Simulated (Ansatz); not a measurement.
## LaHg₃, space group P-6m2: a relaxation followed by a look at the electronic structure

Program: the Python package of Ansatz (0.2.0).

`pipeline_lahg3.py`
```python
"""Relax LaHg3, then bands and states at the relaxed cell."""

import ansatz as az
import numpy as np


def count_gap(report):
    # lowest empty less highest filled band, counting bands; zero where they overlap
    return max(report.get("gap_by_band_count_ev") or 0.0, 0.0)


def with_settings(crystal, spacing):
    return (
        crystal.calculation()
        .functional(az.Functional.R2SCAN)
        .occupations("fermi_dirac", width=0.1)
        .scf(tolerance=1e-09)
        .basis(41 * az.Ry)
        .kpoints(spacing=spacing)
    )

system = (
    az.Lattice.of((4.04041386, 0.0, 0.0), (-2.02020693, 3.49910104, 0.0), (0.0, 0.0, 8.548341))
    .atom("La", (0.0, 0.0, 0.5))
    .atom("Hg", (0.0, 0.0, 0.0))
    .atom("Hg", (1 / 3, 2 / 3, 0.766735))
    .atom("Hg", (1 / 3, 2 / 3, 0.233265))
)

relaxed = with_settings(system, 0.3).relax(cell=True, force_tolerance=0.02, max_steps=40).checkpoint(write="relax.run", compress=False).run(threads=1)
cell = np.asarray(relaxed.lattice.cell_ang)
print("relaxed edges (A):", np.linalg.norm(cell, axis=1).round(4), " volume:", round(abs(np.linalg.det(cell)), 3), "A^3")
for site in relaxed.lattice.sites:
    print(" ", site.symbol, np.round(site.position_frac, 4) + 0.0)

final = az.Crystal.from_checkpoint("relax.run")
outcome = with_settings(final, 0.22).functional("r2scan").stress().band_table().density_of_states(energy_step=0.05).run(threads=1)
data = outcome.report
dos = outcome.density_of_states()
print(f"pressure at the relaxed cell {np.trace(data['stress_gpa']) / 3:.3f} GPa, gap by band count {count_gap(data):.3f} eV")
if count_gap(data) == 0:
    print("states/eV at the Fermi level:", round(float(np.interp(dos.fermi_ev, dos.energies_ev, dos.spin_summed_g_bin_mean_per_ev)), 3))
```

`python pipeline_lahg3.py` gives:
```text
DeckWarning: relax.cell: scf.convergence.dr2_threshold = 1e-9 eV is looser than the 4e-10 eV advised for a relaxation that steers and ends on the stress (1e-10 eV for each atom of the cell: 4). What an SCF threshold leaves in a stress goes as its square root, and in the free energy as the threshold itself, and one [...]
relaxed edges (A): [4.2853 4.2853 7.5164]  volume: 119.538 A^3
  La [0.  0.  0.5]
  Hg [0. 0. 0.]
  Hg [0.3333 0.6667 0.7729]
  Hg [0.3333 0.6667 0.2271]
DeckWarning: crystal.checkpoint: the structure is that of relax.run, a `relax` run, at its step 8: its result, under r2scan at a charge of 0 e; 4 atoms read, 0 with a starting moment [...]
DeckWarning: output.stress: scf.convergence.dr2_threshold = 1e-9 eV is looser than the 4e-10 eV advised for a printed stress (1e-10 eV for each atom of the cell: 4). What an SCF threshold leaves in a stress goes as its square root, and in the free energy as the threshold itself, and one threshold admits the most on a [...]
pressure at the relaxed cell -0.061 GPa, gap by band count 0.000 eV
states/eV at the Fermi level: 2.56
```
(Warnings from the package without file and line, shortened.)

For a metal this k-point mesh is coarse: on a finer one energies can move by several to tens of meV an atom and pressures by half a GPa or more, differences at one mesh by less. The zero of the levels is a convention of the potentials, so an absolute Fermi energy is no work function. A gap by band count of zero or less means overlapping bands, a metal, and at an odd count of electrons it is no gap at all. This cell is a computed structure, which may not be the phase found in nature. Levels are Kohn-Sham eigenvalues on this mesh, without spin-orbit coupling. Where the second run takes another functional or mesh than the relaxation, its pressure isn't zero; pressure is positive in compression. The computed bands are complete only to about 1.7 eV above the Fermi level; beyond that the density of states is undercounted. Finished in 4 min on 1 thread of Arm Neoverse V2, with other jobs on the host, peak memory 0.83 GiB.
